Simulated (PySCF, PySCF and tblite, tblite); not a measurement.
# C5H7FO: conformers and averaged spectra, part 2 of 2

PySCF and tblite. Atoms count from 0. Earlier steps stand in the parts before.

## 5. Averages: properties at PBE0/pcSseg-1

Job settings and geometry (Å):

```
{"job": {"study": "conf", "smiles": "F[C@H]1C[C@@H]2O[C@@H]2C1", "search": {"seed": 6372, "n_embed": 60, "ff_keep": 14, "window": 2.5, "nmax": 10, "temps": [180, 220, 273.15, 298.15, 800], "t_ref": 298.15, "order": 0.001, "w0": 0}, "level": {"nmr": {"xc": "PBE0", "basis": "pcSseg-1"}, "j": {"xc": "B3LYP", "basis": {"default": "6-31G*", "H": "pcJ-1", "F": "pcJ-1"}, "nuclei": ["H", "F", "P", "Si", "B"]}}, "kind": "conf"}, "charge": 0, "multiplicity": 1}
F      2.070970    -1.022245    -0.543352
C      0.924172    -0.706295     0.149664
C      0.877390     0.798606     0.465989
C     -0.595033     1.136251     0.390716
O     -1.433156     0.254475     1.084533
C     -1.307267     0.057355    -0.296403
C     -0.324069    -1.021653    -0.692758
H      0.947670    -1.304857     1.065724
H      1.421945     1.349908    -0.302038
H      1.310047     1.023251     1.439412
H     -0.909182     2.171526     0.357179
H     -2.199953     0.216602    -0.887601
H     -0.702061    -2.024432    -0.500576
H     -0.082151    -0.928966    -1.752655
```

Log:

```text
conformer  sym    E(xTB)   E(DFT)   G(298.15 K)  weight  dipole/D
    1     Cs      0.000    0.000    0.000   1.0000    1.405

mean shielding (ppm) by class
class atoms           180 K      220 K   273.15 K   298.15 K      800 K
  0 F  0            387.133    387.133    387.133    387.133    387.133
  1 C  1             92.536     92.536     92.536     92.536     92.536
  2 C  2,6            148.6      148.6      148.6      148.6      148.6
  3 C  3,5           134.36     134.36     134.36     134.36     134.36
  4 O  4            308.997    308.997    308.997    308.997    308.997
  5 H  7              26.61      26.61      26.61      26.61      26.61
  6 H  8,13          30.019     30.019     30.019     30.019     30.019
  7 H  9,12          29.119     29.119     29.119     29.119     29.119
  8 H  10,11         28.601     28.601     28.601     28.601     28.601
```

Run time: 44 s. Hardware: 1 thread of Arm Neoverse V1, shared host. This counts the runs that the step sums up.

The search (ETKDG and KDG, MMFF94s, GFN2-xTB) embedded 60 structures, kept 2 distinct ones after the force field and 1 after xTB; 1 was carried on (window 2.5 kcal/mol at the search's own energies). Energies: PBE0/pcSseg-1 with D3(BJ).

Conformer by conformer (298 K):

| no. | group | mirror pair | ΔE xTB | ΔE DFT | ΔG | weight (%) | μ (D) | A, B, C (GHz) |
| --- | --- | --- | --- | --- | --- | --- | --- | --- |
| 1 | Cs | no | 0.00 | 0.00 | 0.00 | 100.0 | 1.41 | 5.82, 2.28, 1.89 |

Energies in kcal/mol. ΔG holds xTB vibrations and rotation, symmetry numbers and mirror pairs.

Shifts against references run at the same level (¹⁷O H2O 336.1, ¹H TMS 31.72, ¹³C TMS 186.9, ¹⁹F CFCl3 170.9 ppm of shielding), by class of atoms, at 298 K:

| atoms | environment | average |
| --- | --- | --- |
| C1 | sp3 CH bonded to F | 94.4 |
| C3, C5 | epoxide ring carbon | 52.6 |
| C2, C6 | sp3 CH2 in a ring | 38.3 |
| H7 | hydrogen on an sp3 CH bonded to F | 5.11 |
| H10, H11 | hydrogen on an epoxide ring carbon | 3.12 |
| H9, H12 | hydrogen on an sp3 CH2 in a ring | 2.60 |
| H8, H13 | hydrogen on an sp3 CH2 in a ring | 1.70 |
| F0 | fluorine on an sp3 carbon | -216.2 |
| O4 | ether oxygen | 27.1 |

Couplings (Hz, B3LYP/pcJ-1+6-31G*; one pair named for each class), from conformers that hold 100 % of the weight:

| pair | bonds | average |
| --- | --- | --- |
| F0–H7 | 2 | 60.8 |
| H8–H9 | 2 | -14.4 |
| F0–H8 | 3 | 26.8 |
| H7–H9 | 3 | 8.5 |
| H7–H8 | 3 | 6.1 |
| H10–H11 | 3 | 2.5 |
| H8–H10 | 3 | 1.8 |
| F0–H9 | 3 | 1.1 |
| F0–H10 | 4 | 3.0 |
| H8–H12 | 4 | -0.9 |
| H9–H12 | 4 | -0.9 |
| H8–H11 | 4 | -0.6 |
| H9–H11 | 4 | -0.6 |

Effective distances for nuclear Overhauser effects, ⟨r⁻⁶⟩^(−1/6) over all pairs of two classes (Å): H8···H9 1.99; H7···H9 2.39; H8···H10 2.83; H7···H8 3.02; H9···H10 3.02.

## 6. Shieldings, conformer 1: KT2/pcSseg-1 in dichloromethane

Job settings and geometry (Å):

```
{"job": {"xc": "KT2", "basis": "pcSseg-1", "solvent": "dichloromethane", "grid": 3, "kind": "nmr", "pop": false}, "charge": 0, "multiplicity": 1}
F      2.070970    -1.022245    -0.543352
C      0.924172    -0.706295     0.149664
C      0.877390     0.798606     0.465989
C     -0.595033     1.136251     0.390716
O     -1.433156     0.254475     1.084533
C     -1.307267     0.057355    -0.296403
C     -0.324069    -1.021653    -0.692758
H      0.947670    -1.304857     1.065724
H      1.421945     1.349908    -0.302038
H      1.310047     1.023251     1.439412
H     -0.909182     2.171526     0.357179
H     -2.199953     0.216602    -0.887601
H     -0.702061    -2.024432    -0.500576
H     -0.082151    -0.928966    -1.752655
```

Log:

```text
coarse grid: 11944 points
cycle   1  E = -375.3421111950  dE =  1.033e+00  |g| = 8.536e-01  |ddm| = 3.373e+00
cycle   2  E = -375.0507401184  dE =  2.914e-01  |g| = 1.532e+00  |ddm| = 2.233e+00
cycle   3  E = -375.4621831364  dE = -4.114e-01  |g| = 1.911e-01  |ddm| = 1.692e+00
cycle   4  E = -375.4695797316  dE = -7.397e-03  |g| = 6.365e-02  |ddm| = 1.993e-01
cycle   5  E = -375.4703820650  dE = -8.023e-04  |g| = 1.398e-02  |ddm| = 5.617e-02
cycle   6  E = -375.4704020315  dE = -1.997e-05  |g| = 8.358e-03  |ddm| = 1.550e-02
cycle   7  E = -375.4704151628  dE = -1.313e-05  |g| = 6.859e-04  |ddm| = 6.799e-03
cycle   8  E = -375.4704152397  dE = -7.691e-08  |g| = 1.922e-04  |ddm| = 8.268e-04
final grid: 167592 points
cycle   9  E = -375.5553369584  dE = -2.645e-04  |g| = 2.701e-02  |ddm| = 7.423e-02
cycle  10  E = -375.5550612187  dE =  2.757e-04  |g| = 4.867e-02  |ddm| = 5.555e-02
cycle  11  E = -375.5554582076  dE = -3.970e-04  |g| = 2.205e-03  |ddm| = 3.828e-02
cycle  12  E = -375.5554590197  dE = -8.122e-07  |g| = 7.473e-04  |ddm| = 2.352e-03
cycle  13  E = -375.5554591469  dE = -1.271e-07  |g| = 1.550e-04  |ddm| = 8.195e-04
cycle  14  E = -375.5554591497  dE = -2.866e-09  |g| = 1.015e-04  |ddm| = 1.872e-04
cycle  15  E = -375.5554591516  dE = -1.880e-09  |g| = 1.041e-05  |ddm| = 8.428e-05
cycle  16  E = -375.5554591516  dE = -1.603e-11  |g| = 3.301e-06  |ddm| = 9.878e-06
converged SCF energy = -375.5554591516

GIAO shielding tensors (ppm)
atom      isotropic    diamagn.    paramagn.     s11        s22        s33       span
  0 F      378.264     471.869     -93.605    365.494    383.270    386.029     20.535
  1 C       89.453     244.112    -154.659     47.779     75.519    145.060     97.281
  2 C      147.348     248.451    -101.103    121.369    152.066    168.608     47.239
  3 C      132.215     251.365    -119.150     86.368    128.582    181.694     95.326
  4 O      304.520     400.050     -95.529    169.796    351.764    392.001    222.205
  5 C      132.211     251.380    -119.169     86.353    128.569    181.710     95.357
  6 C      147.333     248.445    -101.112    121.351    152.050    168.599     47.249
  7 H       26.263      29.368      -3.105     22.969     26.862     28.958      5.989
  8 H       29.833      29.656       0.176     26.473     27.653     35.372      8.900
  9 H       28.893      28.775       0.118     25.687     27.031     33.961      8.275
 10 H       28.188      30.345      -2.157     21.918     25.753     36.893     14.975
 11 H       28.186      30.343      -2.157     21.917     25.751     36.892     14.975
 12 H       28.891      28.770       0.121     25.685     27.029     33.959      8.274
 13 H       29.830      29.652       0.178     26.469     27.650     35.370      8.901
```

It took 18 s on 1 thread of Arm Neoverse V1, shared host.

Key values: HOMO -6.34 eV, LUMO 0.94 eV; dipole 1.59 D.

## 7. Single-point energy, conformer 1: revPBE/pcseg-1 in dichloromethane

The job, as its differences from that of step 6:

```diff
@@ -1,2 +1,2 @@
-{"job": {"xc": "KT2", "basis": "pcSseg-1", "solvent": "dichloromethane", "grid": 3, "kind": "nmr", "pop": false}, "charge": 0, "multiplicity": 1}
+{"job": {"xc": "revPBE", "basis": "pcseg-1", "solvent": "dichloromethane", "kind": "sp"}, "charge": 0, "multiplicity": 1}
 F      2.070970    -1.022245    -0.543352
```

Log:

```text
coarse grid: 11944 points
cycle   1  E = -369.4277239566  dE =  9.551e-01  |g| = 6.440e-01  |ddm| = 3.834e+00
cycle   2  E = -369.2633651140  dE =  1.644e-01  |g| = 1.142e+00  |ddm| = 1.768e+00
cycle   3  E = -369.5047187666  dE = -2.414e-01  |g| = 1.657e-01  |ddm| = 1.235e+00
cycle   4  E = -369.5101844742  dE = -5.466e-03  |g| = 4.991e-02  |ddm| = 1.811e-01
cycle   5  E = -369.5106993400  dE = -5.149e-04  |g| = 7.845e-03  |ddm| = 4.718e-02
cycle   6  E = -369.5107044124  dE = -5.072e-06  |g| = 6.025e-03  |ddm| = 1.084e-02
cycle   7  E = -369.5107115025  dE = -7.090e-06  |g| = 5.143e-04  |ddm| = 5.341e-03
final grid: 116456 points
cycle   8  E = -369.5877363228  dE = -3.096e-05  |g| = 1.773e-02  |ddm| = 4.796e-02
cycle   9  E = -369.5875339114  dE =  2.024e-04  |g| = 3.681e-02  |ddm| = 4.380e-02
cycle  10  E = -369.5877995152  dE = -2.656e-04  |g| = 2.835e-03  |ddm| = 3.102e-02
cycle  11  E = -369.5878013244  dE = -1.809e-06  |g| = 4.270e-04  |ddm| = 3.147e-03
cycle  12  E = -369.5878013548  dE = -3.032e-08  |g| = 2.062e-04  |ddm| = 6.088e-04
cycle  13  E = -369.5878013616  dE = -6.836e-09  |g| = 2.833e-05  |ddm| = 1.856e-04
cycle  14  E = -369.5878013618  dE = -1.503e-10  |g| = 4.329e-06  |ddm| = 3.689e-05
converged SCF energy = -369.5878013618
```

It took 6.5 s on 1 thread of Arm Neoverse V1, shared host.

This run: HOMO -6.13 eV, LUMO 1.03 eV; dipole 1.57 D.

## 8. Averages: properties at KT2/pcSseg-1 in dichloromethane

Job settings and geometry (Å):

```
{"job": {"study": "conf", "smiles": "F[C@H]1C[C@@H]2O[C@@H]2C1", "search": {"seed": 6372, "n_embed": 60, "ff_keep": 14, "window": 2.5, "nmax": 10, "temps": [180, 220, 273.15, 298.15, 800], "t_ref": 298.15, "order": 0.001, "w0": 0}, "level": {"nmr": {"xc": "KT2", "basis": "pcSseg-1", "solvent": "dichloromethane", "grid": 3}, "sp": {"xc": "revPBE", "basis": "pcseg-1", "solvent": "dichloromethane"}, "change": "KT2/pcSseg-1; solvent dichloromethane; energies revPBE/pcseg-1; grid level 3", "top": 4}, "kind": "conf"}, "charge": 0, "multiplicity": 1}
F      2.070970    -1.022245    -0.543352
C      0.924172    -0.706295     0.149664
C      0.877390     0.798606     0.465989
C     -0.595033     1.136251     0.390716
O     -1.433156     0.254475     1.084533
C     -1.307267     0.057355    -0.296403
C     -0.324069    -1.021653    -0.692758
H      0.947670    -1.304857     1.065724
H      1.421945     1.349908    -0.302038
H      1.310047     1.023251     1.439412
H     -0.909182     2.171526     0.357179
H     -2.199953     0.216602    -0.887601
H     -0.702061    -2.024432    -0.500576
H     -0.082151    -0.928966    -1.752655
```

Log:

```text
conformer  sym    E(xTB)   E(DFT)   G(298.15 K)  weight  dipole/D
    1     Cs      0.000    0.000    0.000   1.0000    1.573

mean shielding (ppm) by class
class atoms           180 K      220 K   273.15 K   298.15 K      800 K
  0 F  0            378.264    378.264    378.264    378.264    378.264
  1 C  1             89.453     89.453     89.453     89.453     89.453
  2 C  2,6          147.341    147.341    147.341    147.341    147.341
  3 C  3,5          132.213    132.213    132.213    132.213    132.213
  4 O  4             304.52     304.52     304.52     304.52     304.52
  5 H  7             26.263     26.263     26.263     26.263     26.263
  6 H  8,13          29.831     29.831     29.831     29.831     29.831
  7 H  9,12          28.892     28.892     28.892     28.892     28.892
  8 H  10,11         28.187     28.187     28.187     28.187     28.187
```

Run time: 24 s. Hardware: 1 thread of Arm Neoverse V1, shared host. This counts the runs that the step sums up.

Against the first level, at 298 K (shieldings, ppm; largest changes first):

| atoms | PBE0/pcSseg-1 | KT2/pcSseg-1 in dichloromethane | change |
| --- | --- | --- | --- |
| F0 | 387.1 | 378.3 | -8.9 |
| O4 | 309.0 | 304.5 | -4.5 |
| C1 | 92.5 | 89.5 | -3.1 |
| C3, C5 | 134.4 | 132.2 | -2.1 |
| C2, C6 | 148.6 | 147.3 | -1.3 |
| H10, H11 | 28.60 | 28.19 | -0.41 |
| H7 | 26.61 | 26.26 | -0.35 |
| H9, H12 | 29.12 | 28.89 | -0.23 |
| H8, H13 | 30.02 | 29.83 | -0.19 |

Weights: from PBE0/pcSseg-1 energies 1: 100 %; from revPBE/pcseg-1 in dichloromethane energies 1: 100 % (with a dispersion term where the level has one and the same thermal terms, so they don't follow from the SCF energies alone). Times: 44 s and 24 s.

## 9. Outcome

The summary covers parts 1 to 2.

```
                           quantity                                                 value
                         conformers  1; the first in weight is no. 1 (Cs), 100 % at 298 K
            root-mean-square dipole                                                1.41 D
averaged ¹³C shifts (PBE0/pcSseg-1)                                  94.4, 52.6, 38.3 ppm
 averaged ¹H shifts (PBE0/pcSseg-1)                            5.11, 3.12, 2.60, 1.70 ppm
averaged ¹⁹F shifts (PBE0/pcSseg-1)                                            -216.2 ppm
```

The search found one conformer in the window, so the averages are its own values. Between PBE0/pcSseg-1 and KT2/pcSseg-1 in dichloromethane, F0 changes most, by 8.9 ppm of raw shielding.
